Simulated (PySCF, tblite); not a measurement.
**C6H11NSi: geometry, infrared bands and NMR shifts**

Wanted: the infrared bands and NMR shifts of C6H11NSi (`C=N[C@]1(C(=C)C)C[SiH2]1`), by calculation.

The runs use tblite 0.8.0 and PySCF 2.14.0, with density-fitted response routines of our own; the level of theory stands in each step. All values are computed, except where a source is named. Atoms are numbered from 0 throughout.

## (1) Starting geometry

19 atoms, charge 0, multiplicity 1; geometry from: force field or distance geometry start.

Bonds of the start (Å): C0–N1 1.29, N1–C2 1.44, C2–C3 1.49, C3–C4 1.33, C3–C5 1.47, C2–C6 1.49, C6–Si7 1.84, Si7–C2 1.88, C0–H8 1.08, C0–H9 1.10, C4–H10 1.08, C4–H11 1.11, C5–H12 1.13, C5–H13 1.12, C5–H14 1.11, C6–H15 1.11, C6–H16 1.13, Si7–H17 1.47, Si7–H18 1.45.

## (2) Optimising the geometry with GFN2-xTB

The job: settings as JSON, then the geometry in Å.

```
{"job": {"kind": "relax", "xc": "GFN2-xTB", "basis": "xTB"}, "charge": 0, "multiplicity": 1}
C      1.524300    -0.165900    -1.733200
N      1.249000    -1.032700    -0.821700
C      0.314100    -0.625000     0.188900
C     -0.346800     0.688900    -0.076800
C     -1.455200     0.715300    -0.813200
C      0.136300     1.975600     0.452500
C      0.490600    -1.171000     1.560000
Si    -0.932700    -1.937100     0.682900
H      2.235500    -0.479400    -2.482500
H      1.034000     0.821000    -1.732400
H     -1.970000     1.639000    -1.037500
H     -1.801000    -0.262100    -1.196800
H     -0.207100     2.111100     1.520400
H      1.250400     1.935300     0.496500
H     -0.200400     2.817000    -0.188500
H      0.342100    -0.476200     2.414500
H      1.377400    -1.859000     1.658800
H     -2.259100    -1.511500     1.158100
H     -0.791300    -3.174000    -0.057300
```

Started as:

```sh
> OMP_NUM_THREADS=1 python probes_run.py task.json out
```

One launch serves the whole session: the jobs run in the order shown.

**Question.** This job is followed by: GFN2-xTB harmonic vibrations, gas phase; GIAO PBE0/pcSseg-1 NMR shielding, non-relativistic, gas phase. What will the session give for the following? strongest single infrared mode (GFN2-xTB); zero-point energy (GFN2-xTB); ¹³C shifts against TMS (PBE0/pcSseg-1); ¹H shifts against TMS (PBE0/pcSseg-1, means over atoms taken as alike); ¹⁵N shifts against NH3 (PBE0/pcSseg-1); ²⁹Si shifts against TMS (PBE0/pcSseg-1).

**Answer**, as computed:

| quantity | value |
| --- | --- |
| strongest single infrared mode (GFN2-xTB) | 2404 cm⁻¹, 287 km/mol |
| zero-point energy (GFN2-xTB) | 92.8 kcal/mol |
| ¹³C shifts against TMS (PBE0/pcSseg-1) | 147.8, 144.7, 129.4, 62.6, 21.4, 15.6 ppm |
| ¹H shifts against TMS (PBE0/pcSseg-1, means over atoms taken as alike) | 7.40, 7.06, 5.77, 5.31, 3.01, 2.98, 1.79, 1.76, 1.29 ppm |
| ¹⁵N shifts against NH3 (PBE0/pcSseg-1) | 405.8 ppm |
| ²⁹Si shifts against TMS (PBE0/pcSseg-1) | -118.7 ppm |

Over 102 steps the energy fell by 0.702 eV; of the close pairs, C2–Si7 changed most, 1.876 to 1.930 Å. No mode is imaginary among the 51: a minimum at this level. The strongest single mode, at 2404 cm⁻¹, moves mainly H18. GFN2-xTB is a fitted tight-binding method: band positions and strengths are rough. Its intensities can rank the bands wrongly. C3 (fully substituted alkene carbon) lies farthest downfield among carbon, at 147.8 ppm; the olefinic region. At PBE0/pcSseg-1: Shielding is most anisotropic at N1 (span 739 ppm, paramagnetic term -466 ppm).
